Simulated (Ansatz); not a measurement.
# NaF: strong compression

An exercise on one series of results from a longer session: the logs are not shown, and one member is left open.

Program: Ansatz 0.2.0. Level of theory: DFT PBE, with the methods named in each step. These are calculated values, not measurements.

## The starting structure

It takes space group Fm-3m (No. 225, cubic). Conventional cell: a = 4.572 Å, b = 4.572 Å, c = 4.572 Å, α = 90.00°, β = 90.00°, γ = 90.00°. Na (site symmetry m-3m) has 6 F at 2.29 Å as nearest neighbours. Around F (site symmetry m-3m) lie 6 Na at 2.29 Å.

Structure file:

```cif
data_structure
_symmetry_space_group_name_H-M 'Fm-3m'
_symmetry_Int_Tables_number 225
_cell_length_a 4.5718
_cell_length_b 4.5718
_cell_length_c 4.5718
_cell_angle_alpha 90.000
_cell_angle_beta 90.000
_cell_angle_gamma 90.000
_cell_volume 95.56
loop_
_atom_site_label
_atom_site_type_symbol
_atom_site_symmetry_multiplicity
_atom_site_Wyckoff_symbol
_atom_site_fract_x
_atom_site_fract_y
_atom_site_fract_z
_atom_site_occupancy
Na1 Na 4 a 0.00000 0.00000 0.00000 1
F1 F 4 b 0.50000 0.00000 0.00000 1
```

The file gives the conventional cell by its symmetry; the runs use the cell typed in the input.

Whether this phase is the stable one at these pressures isn't tested.

Atoms are numbered in the order of the input: Na1, F2.

The first run:

Input file input.yaml:

```yaml
crystal:
  lattice:
    - [0.0, 2.2858943317, 2.2858943317]
    - [2.2858943317, 0.0, 2.2858943317]
    - [2.2858943317, 2.2858943317, 0.0]
  atoms:
    - { symbol: Na, position: [0.0, 0.0, 0.0] }
    - { symbol: F, position: [0.5, 0.5, 0.5] }
kpoints:
  mp_grid: { grid: [11, 11, 11] }
  band_path:
    path:
      - [0.0, 0.0, 0.0]
      - [0.5, 0.0, 0.5]
      - [0.625, 0.25, 0.625]
      - [0.375, 0.375, 0.75]
      - [0.0, 0.0, 0.0]
      - [0.5, 0.5, 0.5]
      - [0.5, 0.25, 0.75]
      - [0.5, 0.0, 0.5]
    npoints: 14
scf:
  occupations: { method: fermi_dirac, width: 0.03 }
hamiltonian:
  xc: pbe
  pseudopotentials: { kind: all_electron, lapw: { basis_error: 0.001 } }
output:
  forces: true
  stress: true
  eigenvalues: true
  populations: true
```

The run is started by

```sh
$ ansatz run input.yaml --threads 1 --pin off --max-ram 2048MiB --backend cpu --events-out ev --progress --plain --runs-dir out
```

Steps of the session up to this table: The reference volume, LAPW; Volume scaled by 1, crystal datasets; Volume scaled by 0.85, LAPW; Volume scaled by 0.75, LAPW; Volume scaled by 0.4, LAPW; Volume scaled by 0.4, norm-conserving.

One table of the session follows, with a row left open; its other results are not shown here.

| method | volume over the first | volume (Å³/atom) | pressure (GPa) | gap on the k mesh (eV) |
| --- | --- | --- | --- | --- |
| LAPW | 1 | 11.945 | 4.56 | 6.54 |
| LAPW | 0.85 | 10.153 | 19.42 | 7.56 |
| LAPW | 0.75 | 8.958 | 39.09 | 8.51 |
| LAPW | 0.4 | 4.778 | 450.35 | 14.74 |
| PAW | 1 | 11.945 | 4.53 | 6.54 |
| PAW | 0.85 | 10.153 | 19.35 | 7.57 |
| PAW | 0.75 | ? | ? | ? |
| PAW | 0.4 | 4.778 | 452.02 | 14.74 |
| crystal datasets | 1 | 11.945 | 4.56 | 6.54 |
| norm-conserving | 0.4 | 4.778 | 449.18 | 14.76 |

Estimate the missing values for PAW, 0.75.

**Answer.** volume (Å³/atom): 8.958; pressure (GPa): 39.00; gap on the k mesh (eV): 8.53.

Limits of these values: Rows by PAW come from runs of the same series that aren't printed here. Warnings in the runs' records: crystal datasets made.
